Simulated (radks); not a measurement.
**Se²⁻ held by a Watson sphere**

One table from this session's results is given with a row withheld; the runs are named, their logs left out.

Method: scalar-relativistic Kohn-Sham, LB94 model potential, spin-polarised, spherical densities, point nucleus. Code: radks (a radial shooting solver on a logarithmic mesh, Libxc functionals) version 1.

**What is computed**

| Item | Value |
| --- | --- |
| element | selenium (Z = 34) |
| charge | -2 |
| electrons | 36 |
| configuration | [Kr] |

Outer shells as boxes (Hund's rule):

Se²⁻
```
[Ar] core
3d [↑↓][↑↓][↑↓][↑↓][↑↓]
4s [↑↓]
4p [↑↓][↑↓][↑↓]
```

LB94 adds a gradient term to the LDA potential that gives it a −1/r tail. It is a model potential with no energy functional, so Etot and Exc are not given.

Set-up of the first run:

Settings of this run:

```text
Z 34
configuration [Kr]
relativity scalar-relativistic
functional lda,pw
model_potential LB94
spin polarised
nucleus point
c 137.035999084
watson charge 2 radius 2.4 bohr
response adiabatic LDA kernel
```

Steps of the session up to this table: R = 2.4 bohr; R = 2.65 bohr; R = 2.74 bohr; R = 3.33 bohr; R = 3.73 bohr; R = 4.46 bohr; R = 4.63 bohr; R = 4.67 bohr; R = 5.1 bohr.

One table of the session follows, with a row left open; its other results are not shown here.

| R (bohr) | highest level (eV) | its <r> (bohr) | sum of <r²> (bohr²) | α (bohr³) |
| --- | --- | --- | --- | --- |
| 2.4 | -11.755 | 2.319 | 53.79 | 32.53 |
| 2.65 | -11.141 | 2.379 | 56.07 | 37.17 |
| 2.74 | -10.922 | 2.400 | 56.86 | 38.98 |
| 3.33 | -9.550 | 2.520 | 61.71 | 52.63 |
| 3.73 | ? | ? | ? | ? |
| 4.46 | -7.378 | 2.683 | 69.29 | 86.91 |
| 4.63 | -7.104 | 2.701 | 70.26 | 92.97 |
| 4.67 | -7.041 | 2.705 | 70.48 | 94.42 |
| 5.1 | -6.407 | 2.747 | 72.77 | 111.0 |

**Question.** Estimate the row for R (bohr) = 3.73.

Worked estimate for «highest level (eV)». A straight line through the neighbours (3.33, -9.550) and (4.46, -7.378) gives -9.550 + (-7.378 + 9.550) × (3.73 − 3.33) / (4.46 − 3.33) = -8.781; a parabola fitted to 4 rows on both sides gives -8.713.

The run gave: highest level (eV): -8.710; its <r> (bohr): 2.586; sum of <r²> (bohr²): 64.63; α (bohr³): 63.58. In «highest level (eV)» the line misses by -0.071 and the parabola by -0.003.

A wider sphere makes a shallower well, so the ion swells.
